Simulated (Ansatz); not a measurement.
# Ta (Fm-3m): convergence test of the plane-wave cutoff

The task is a convergence test of the plane-wave cutoff, for Ta (Fm-3m).

This is Ta in the fcc structure; at room conditions it is bcc.

Computed with Ansatz 0.2.0, driven from Python. Level of theory: DFT r2SCAN, plane waves, PAW.

### Step 1. The system

The structure is cubic, space group Fm-3m (No. 225). Conventional cell: a = 4.220 Å, b = 4.220 Å, c = 4.220 Å, α = 90.00°, β = 90.00°, γ = 90.00°. Around Ta (site symmetry m-3m) lie 12 Ta at 2.98 Å.

The script holds or builds the structure itself.

### Step 2. The code

Input file ta_ecut.py:

```python
"""Convergence of Ta with the plane-wave cutoff."""

import ansatz as az
import matplotlib.pyplot as plt

cell = (
    az.Lattice.fcc(4.22)
    .space_group(225)
    .atom("Ta", (0.0, 0.0, 0.0))
    .primitive()
)

base = cell.calculation()
base = base.functional("r2scan").kpoints(density=5.1)
base = base.occupations("Fermi-Dirac", width=0.1)

rows = []
for value in [250, 325, 400, 475, 550, 625]:
    r = base.basis(value).run(threads=1, pin="off").report
    rows.append((value, r["free_energy_ev"] / len(r["lattice"]["sites"]), r["n_iterations"], r["n_pw"]))

print(" cutoff (eV)   F/atom (eV)    iterations   plane waves")
for row in rows:
    print(f"{str(row[0]):>12s}  {row[1]:12.5f}  {row[2]:12d}  {row[3]:12d}")

# the last row is the reference
for row in rows[:-1]:
    shift = 1000 * (row[1] - rows[-1][1])
    print(f"{row[0]}: {shift:+.2f} meV/atom" + ("  (within 2 meV)" if abs(shift) < 2 else ""))
plt.figure(figsize=(4.5, 3))
plt.plot([str(row[0]) for row in rows], [1000 * (row[1] - rows[-1][1]) for row in rows], "o-")
plt.xlabel("cutoff (eV)")
plt.ylabel("F - F(last) (meV/atom)")
plt.tight_layout()
plt.savefig("ecut.png", dpi=100)
```

### Step 3. The calls as engine input

The engine receives this input (first run):

```yaml
crystal:
  lattice:
    bravais: fcc
    a: 4.22
  space_group: 225
  atoms:
    - { symbol: Ta, position: [0.0, 0.0, 0.0] }
  reduce_to_primitive: true
basis:
  ecutwfc: 250.0
kpoints:
  mp_grid:
    kspacing: 0.19607843137254904
hamiltonian:
  xc: r2scan
scf:
  occupations:
    method: fermi_dirac
    width: 0.1
```

### Step 4. Running it

The run is started by

```
python ta_ecut.py
```

Log:

```text
DeckWarning: basis.ecutwfc = 250 eV is below the records' recommended 500 eV, and the density's cutoff is lower with it unless basis.ecutrho_ratio is high enough to keep the records' density cutoff: compare with a run at a higher cutoff
DeckWarning: basis.ecutwfc = 325 eV is below the records' recommended 500 eV, and the density's cutoff is lower with it unless basis.ecutrho_ratio is high enough to keep the records' density cutoff: compare with a run at a higher cutoff
DeckWarning: basis.ecutwfc = 400 eV is below the records' recommended 500 eV, and the density's cutoff is lower with it unless basis.ecutrho_ratio is high enough to keep the records' density cutoff: compare with a run at a higher cutoff
DeckWarning: basis.ecutwfc = 475 eV is below the records' recommended 500 eV, and the density's cutoff is lower with it unless basis.ecutrho_ratio is high enough to keep the records' density cutoff: compare with a run at a higher cutoff
 cutoff (eV)   F/atom (eV)    iterations   plane waves
         250   -9943.97331             6           169
         325   -9944.08033             6           259
         400   -9944.08900             6           331
         475   -9944.09207             6           459
         550   -9944.09361             6           537
         625   -9944.09494             6           645
250: +121.63 meV/atom
325: +14.61 meV/atom
400: +5.93 meV/atom
475: +2.87 meV/atom
550: +1.32 meV/atom  (within 2 meV)
```

(Warnings from the package without file and line.)

Wall time 11 s (1 thread of Arm Neoverse V2, shared host); peak memory 0.46 GiB.

### Step 5. What changed from run to run

The engine's inputs for some of the other runs:

Run 2, against run 1:

```diff
@@ -10 +10 @@
-  ecutwfc: 250.0
+  ecutwfc: 325.0
```

Run 3, against run 1:

```diff
@@ -10 +10 @@
-  ecutwfc: 250.0
+  ecutwfc: 400.0
```

Run 5, against run 1:

```diff
@@ -10 +10 @@
-  ecutwfc: 250.0
+  ecutwfc: 550.0
```

### Step 6. The runs side by side

One row for each of the 6 runs:

```
run  cutoff (eV)  energy from run 6 (meV/atom)  SCF cycles  CPU time (s)
  1          250                        121.63           6          0.95
  2          325                         14.61           6             1
  3          400                          5.93           6           1.2
  4          475                          2.87           6           1.8
  5          550                          1.32           6           1.9
  6          625                          0.00           6           2.1
```

Energies are free energies F = E - TS of the smeared occupations. 

### Step 7. Outcome

| quantity | value |
| --- | --- |
| runs compared | 6 |
| last run but one, from the last | +1.32 meV/atom |
| within 5 meV/atom of the last run from | 475 |

Runs 1, 2, 3, 4: each has a cutoff under the recommended one, so what rests on them isn't a property of the system. From 550 eV on it stays within 2 meV an atom of the value at 625 eV; the first row (250 eV) is off by 121.6 meV and the last but one by 1.32 meV. The energy falls steadily, as expected when plane waves are added. Reading the output:
- No spin polarisation was allowed.
- Spin-orbit coupling, which matters for elements this heavy, is left out.
- This isn't the structure that Ta takes at ambient conditions.
- Shifts are counted from the last row, which is itself no proven limit.
